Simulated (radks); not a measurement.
**Tl³¹⁺ in [Kr] 4d10 4f4: an all-electron calculation**

Wanted: eigenvalues, radial structure and energy terms of the thallium ion Tl31+.

Program: radks (a radial shooting solver on a logarithmic mesh, Libxc functionals) version 1. Level of theory: scalar-relativistic Kohn-Sham, SOGGA, spin-polarised, spherical densities, point nucleus; open shells are filled with parallel spins first. These are calculated values, not measurements, unless marked.

## Step 1: Starting point

```
element       : thallium (Z = 81)
charge        : +31
electrons     : 50
configuration : [Kr] 4d10 4f4
```

The outer shells:

Tl³¹⁺
```
[Kr] core
4d [↑↓][↑↓][↑↓][↑↓][↑↓]
4f [↑ ][↑ ][↑ ][↑ ][  ][  ][  ]
```

## Step 2: The run

The run's settings:

```text
Z 81
configuration [Kr] 4d10 4f4 5s0 5p0
relativity scalar-relativistic
functional sogga,pbe
spin polarised
nucleus point
c 137.035999084
```

The run is started by

```sh
$ python run_ks.py task.json out
```

All runs below come from this command, one after another.

Q: Predict the outcome of this run.

**Answer**, as computed:

| quantity | value |
| --- | --- |
| total energy | -19754.0775 hartree |
| exchange-correlation share of it | 1.66 % |
| −T/E | 1.1298 |
| highest occupied level | 4f up, -1125.9 eV |
| most extended occupied level | 4d down, <r> = 0.400 bohr |
| radius at density 0.001 e/bohr³ | 1.16 bohr |
| maxima of the radial density | 4 |
| ionisation energy, NIST | 1170 (theory) eV |

What this shows: The radial density shows 4 maxima for 4 occupied principal shells. Relativity lifts −T/E to 1.130. Minus the highest eigenvalue, 1125.9 eV, is 96 % of the tabulated ionisation energy (1170 eV). Open shells are spherical and high-spin; term and fine-structure splittings are not resolved. Spin-orbit splitting is averaged out at the scalar-relativistic level.
